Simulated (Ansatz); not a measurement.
# LiSb3, space group Pm-3m: a convergence test of the plane-wave cutoff

Computed with the Ansatz DFT code, driven from Python.

Run as a notebook:

In [1]:
```python
import warnings

import ansatz as az
```

In [2]:
```python
XC = "PBEsol"
K_DENSITY = 2.8
FILLING = "Fermi-Dirac"
SMEARING_WIDTH = 0.01
```

In [3]:
```python
warnings.simplefilter("ignore", az.DeckWarning)
```

In [4]:
```python
lisb3 = (
    az.Lattice.cubic(4.68102)
    .space_group(221)
    .atom("Li", [0.0, 0.0, 0.0])
    .atom("Sb", [0.5, 0.0, 0.5])
)
```

In [5]:
```python
[site.symbol for site in lisb3.resolved().sites]
```
Out [5]:
```text
['Li', 'Sb', 'Sb', 'Sb']
```

In [6]:
```python
job = (
    lisb3.calculation()
    .functional(XC)  # level of theory
    .kpoints(density=K_DENSITY)  # sampling of the Brillouin zone
    .occupations(FILLING, width=SMEARING_WIDTH)  # fractional filling near the Fermi level
)
```

In [7]:
```python
rows = []
for value in [250, 300, 350, 400]:
    r = job.basis(value).run().report
    rows.append((value, r["free_energy_ev"] / len(r["lattice"]["sites"]), r["n_iterations"], r["n_pw"]))
```

In [8]:
```python
print(" cutoff (eV)   F/atom (eV)    iterations   plane waves")
for row in rows:
    print(f"{str(row[0]):>12s}  {row[1]:12.5f}  {row[2]:12d}  {row[3]:12d}")
```
```text
 cutoff (eV)   F/atom (eV)    iterations   plane waves
         250   -4856.01894             6           925
         300   -4856.78644             7          1213
         350   -4856.85158             7          1503
         400   -4856.85407             7          1863
```

In [9]:
```python
# the last row is the reference
for row in rows[:-1]:
    shift = 1000 * (row[1] - rows[-1][1])
    print(f"{row[0]}: {shift:+.2f} meV/atom" + ("  (within 1 meV)" if abs(shift) < 1 else ""))
```
```text
250: +835.13 meV/atom
300: +67.64 meV/atom
350: +2.49 meV/atom
```

Reading the output:
- For a metal this k-point mesh is coarse: on a finer one energies can move by several to tens of meV an atom and pressures by half a GPa or more, differences at one mesh by less.
- The structure comes from a database of computed cells and needn't be a stable or known phase.
- Shifts are counted from the last row, which is itself no proven limit.
- The script silences the warnings on its input, which a real study should read.
- Timing: 4.6 s on 1 thread of Intel(R) Xeon(R) Platinum 8559C (Emerald Rapids), on a shared host, peak memory 0.41 GiB.

(Lines on the test bed's own set-up are left out of the output.)
